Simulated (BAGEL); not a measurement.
# HF/3-21G (density fitting with qzvpp-jkfit) run of GaSiNH6 (SMILES N[SiH2][GaH2])

Aim: the electronic atomisation energy of GaSiNH6 at HF/3-21G (density fitting with qzvpp-jkfit), from 5 runs. 

Program for the calculation: BAGEL 1.2.2.

26 further runs of the same task are left out: 5 that didn't finish, 21 set aside as unsound or not needed.

### 1 The molecule

GaSiNH6: 9 atoms, total charge 0, spin state singlet. SMILES: `N[SiH2][GaH2]`. The shape comes from GFN2-xTB, which is rough for such elements, and wasn't checked as a minimum. This is one conformer, not always the lowest.

Bond lengths: N1–Si2 1.735 Å, Si2–Ga3 2.411 Å, N1–H4 1.010 Å, N1–H5 1.009 Å, Si2–H6 1.475 Å, Si2–H7 1.490 Å, Ga3–H8 1.631 Å, Ga3–H9 1.620 Å. Some angles: N1–Si2–Ga3 103.4°, N1–Si2–H6 103.8°, N1–Si2–H7 114.3°, Ga3–Si2–H6 115.5°, Ga3–Si2–H7 113.6°, Si2–N1–H4 118.1°, Si2–N1–H5 119.3°, Si2–Ga3–H8 126.0°, Si2–Ga3–H9 128.8°, H6–Si2–H7 106.1°.

### 2 A single-point energy at HF/3-21G (density fitting with qzvpp-jkfit)

The input, input.json:

```json
{ "bagel": [

{
  "title": "molecule",
  "basis": "3-21g",
  "df_basis": "qzvpp-jkfit",
  "angstrom": true,
  "geometry": [
    { "atom": "N", "xyz": [      -1.030880,       0.725960,      -0.986130 ] },
    { "atom": "Si", "xyz": [       0.536880,       0.645740,      -0.247540 ] },
    { "atom": "Ga", "xyz": [       0.344230,      -1.214740,       1.273310 ] },
    { "atom": "H", "xyz": [      -1.438600,      -0.130530,      -1.331720 ] },
    { "atom": "H", "xyz": [      -1.236870,       1.477510,      -1.626930 ] },
    { "atom": "H", "xyz": [       0.695590,       1.968640,       0.385520 ] },
    { "atom": "H", "xyz": [       1.664310,       0.511690,      -1.212470 ] },
    { "atom": "H", "xyz": [       0.194170,      -2.783820,       0.854400 ] },
    { "atom": "H", "xyz": [       0.271170,      -1.200460,       2.891570 ] }
  ]
},

{
  "title": "hf"
},

{
  "title": "print",
  "file": "orbitals.molden",
  "orbitals": true
}

]}
```

Launch:

```console
$ BAGEL_NUM_THREADS=1 BAGEL input.json > input.out
```

What it wrote:

```text
* using 1 threads per process

  ===============================================================
  ===============================================================

  *** Geometry ***

  { "atom" : "N", "xyz" : [     -1.948081,      1.371866,     -1.863516 ] },
  { "atom" : "Si", "xyz" : [      1.014556,      1.220272,     -0.467783 ] },
  { "atom" : "Ga", "xyz" : [      0.650500,     -2.295526,      2.406207 ] },
[... 5 lines of this table left out ...]
  { "atom" : "H", "xyz" : [      0.512437,     -2.268541,      5.464275 ] },

  Number of auxiliary basis functions:      579

  Since a DF basis is specified, we compute 2- and 3-index integrals:
    o Being stored without compression. Storage requirement is 0.015 GB

  Number of basis functions:       56
  Number of electrons      :       58

    * METHOD: MOLECULE                             0.26

  *** RHF ***

  === Nuclear Repulsion ===
   233.5308123156

      * DIIS with orbital gradients will be used.

  === RHF iteration (3-21g) ===
      0      -2258.73730910          0.01929036           0.07
      1      -2258.81333451          0.00995696           0.07
      2      -2258.83555708          0.00121544           0.07
[... 8 lines of this table left out ...]
     11      -2258.83639024          0.00000000           0.07
    * SCF iteration converged.

    * Permanent dipole moment:
           (    0.007225,    -0.078561,     0.621311) a.u.

    * METHOD: HF                                   1.07

    * METHOD: PRINT                                0.01

  ===============================================================
```

Run time: 1.5 s. Hardware: 1 thread of Arm Neoverse V2, shared host; peak memory 0.1 GiB.

### 3 The Ga atom at the same level

The input, hf.json:

```json
{ "bagel": [

{
  "title": "molecule",
  "basis": "3-21g",
  "df_basis": "qzvpp-jkfit",
  "angstrom": true,
  "geometry": [
    { "atom": "Ga", "xyz": [    0.000000,    0.000000,    0.000000 ] }
  ]
},
{ "title": "uhf", "charge": 0, "nopen": 1 },
{ "title": "print", "file": "orbitals.molden", "orbitals": true }

]}
```

Run the same way, it converges to -1913.78932 Eh (log not shown).

### 4 The H atom

The input, input.json:

```json
{ "bagel" : [

{
  "title" : "molecule",
  "basis" : "3-21g",
  "df_basis" : "qzvpp-jkfit",
  "angstrom" : "true",
  "geometry" : [
    { "atom" : "H", "xyz" : [    0.000000,    0.000000,    0.000000 ] }
  ]
},
{ "title" : "uhf", "nopen" : 1 },
{ "title" : "print", "file" : "orbitals.molden", "orbitals" : "true" }

]}
```

Run the same way, it converges to -0.49620 Eh (log not shown).

### 5 The N atom, same level

The input, hf.json:

```json
{ "bagel" : [

{
  "title" : "molecule",
  "basis" : "3-21g",
  "df_basis" : "qzvpp-jkfit",
  "angstrom" : true,
  "geometry" : [
    { "atom" : "N", "xyz" : [       0.000000,       0.000000,       0.000000 ] }
  ]
},

{
  "title" : "uhf",
  "nopen" : 3
},

{
  "title" : "print",
  "file" : "orbitals.molden",
  "orbitals" : true
}

]}
```

Run the same way, it converges to -54.10535 Eh (log not shown).

### 6 The Si atom, same level

The input, input.json:

```json
{ "bagel": [

{
  "title": "molecule",
  "basis": "3-21g",
  "df_basis": "qzvpp-jkfit",
  "angstrom": "true",
  "geometry": [
    { "atom": "Si", "xyz": [    0.000000,    0.000000,    0.000000 ] }
  ]
},
{
  "title": "uhf",
  "nopen": 2
},
{
  "title": "print",
  "file": "orbitals.molden",
  "orbitals": "true"
}

]}
```

Run the same way, it converges to -287.34439 Eh (log not shown).

### 7 What came out

Level: HF/3-21G (density fitting with qzvpp-jkfit).

| quantity | value |
| --- | --- |
| molecule: total energy | -2258.83639 Eh |
| molecule: dipole moment | 1.59 D |
| molecule: HOMO energy | -9.89 eV |
| molecule: LUMO energy | 0.76 eV |
| molecule: HOMO–LUMO gap | 10.65 eV |
| Ga atom: total energy | -1913.78932 Eh |
| Ga atom: dipole moment | 0.00 D |
| Ga atom: ⟨S²⟩ | 0.750 |
| H atom: total energy | -0.49620 Eh |
| H atom: dipole moment | 0.00 D |
| H atom: ⟨S²⟩ | 0.750 |
| N atom: total energy | -54.10535 Eh |
| N atom: dipole moment | 0.00 D |
| N atom: ⟨S²⟩ | 3.752 |
| Si atom: total energy | -287.34439 Eh |
| Si atom: dipole moment | 0.00 D |
| Si atom: ⟨S²⟩ | 2.000 |
| electronic atomisation energy | 16.875 eV |

What this shows: Taking the molecule apart into free atoms costs 16.87 eV (389 kcal/mol), before zero-point energy and without spin-orbit coupling. Hartree–Fock lacks the correlation of the bonding pairs, which as a rule makes this value much too low; in minimal bases other errors can mask that. The basis has no polarisation functions, which makes bonds too weak.
